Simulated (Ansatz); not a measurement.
# C2H7NSi: basis-set convergence

One table from this session's results is given with a row withheld; the runs are named, their logs left out.

Method: one geometry, several basis sets; program: Ansatz 0.2.0, Gaussian basis.

The runs, in order: PBE0-D4/def2-SVP; ωB97M-V/def2-SVP; PBE0-D4/def2-QZVPP; ωB97M-V/def2-QZVPP; the functionals' def2-TZVPP values are taken from earlier runs.

**The relaxed structure**

The geometry comes from an earlier relaxation with PBE0-D4 in a triple-zeta def2 set; it is a stationary point, not always the lowest conformer.

SMILES `C[SiH2]C=N`, 11 atoms, charge 0, spin multiplicity 1.

Atoms are counted from 1 here; the program's logs count them from 0.

Bond lengths: C1–Si2 1.869 Å, C1–H5 1.092 Å, C1–H6 1.092 Å, C1–H7 1.093 Å, Si2–C3 1.892 Å, Si2–H8 1.490 Å, Si2–H9 1.490 Å, C3–N4 1.270 Å, C3–H10 1.099 Å, N4–H11 1.024 Å. Angles: Si2–C1–H5 110.7°, Si2–C1–H6 110.9°, Si2–C1–H7 110.8°, H5–C1–H6 108.3°, H5–C1–H7 107.9°, H6–C1–H7 108.2°, C1–Si2–C3 111.1°, C1–Si2–H8 109.9°, C1–Si2–H9 111.5°, C3–Si2–H8 109.0°, C3–Si2–H9 106.1°, H8–Si2–H9 109.1°, Si2–C3–N4 126.2°, Si2–C3–H10 118.5°, N4–C3–H10 115.3°, C3–N4–H11 110.9°.

Set-up of the first run:

Contents of in.yaml:

```yaml
crystal:
  periodic: [false, false, false]
  atoms:
    - {symbol: C, position_ang: [-0.947728, 1.377579, 0.013168]}
    - {symbol: Si, position_ang: [-0.123325, -0.153719, -0.672287]}
    - {symbol: C, position_ang: [1.245494, -0.765095, 0.482055]}
    - {symbol: N, position_ang: [1.296926, -1.901064, 1.048695]}
    - {symbol: H, position_ang: [-1.734354, 1.726939, -0.659527]}
    - {symbol: H, position_ang: [-1.396014, 1.174937, 0.988146]}
    - {symbol: H, position_ang: [-0.223400, 2.186858, 0.132350]}
    - {symbol: H, position_ang: [0.465177, 0.141474, -2.008650]}
    - {symbol: H, position_ang: [-1.088530, -1.281625, -0.802327]}
    - {symbol: H, position_ang: [2.082525, -0.089523, 0.707168]}
    - {symbol: H, position_ang: [0.488430, -2.473862, 0.791811]}
basis:
  gaussian: {orbitals: def2-SVP}
hamiltonian: {xc: pbe0, dispersion: d4}
output: {orbitals: {seedname: orbitals}}
```

Launch:

```bash
$ ansatz run in.yaml --threads 2 --pin off --events-out ev --progress --plain --max-ram 4352MiB
```

Steps of the session up to this table: PBE0-D4 in def2-SVP; ωB97M-V in def2-SVP; PBE0-D4 in def2-QZVPP; ωB97M-V in def2-QZVPP.

One table of the session follows, with a row left open; its other results are not shown here.

It belongs to the step «Functionals by basis». 

```
functional       basis  HOMO (eV)
   PBE0-D4    def2-SVP      -6.95
   PBE0-D4  def2-TZVPP          ?
   PBE0-D4  def2-QZVPP      -7.16
   ωB97M-V    def2-SVP      -9.26
   ωB97M-V  def2-TZVPP      -9.46
   ωB97M-V  def2-QZVPP      -9.49
```

Q: Estimate the row for PBE0-D4, def2-TZVPP from the others.

The run gave: HOMO (eV): -7.13. In the column «HOMO (eV)» it lies between PBE0-D4, def2-QZVPP (-7.16) and PBE0-D4, def2-SVP (-6.95).
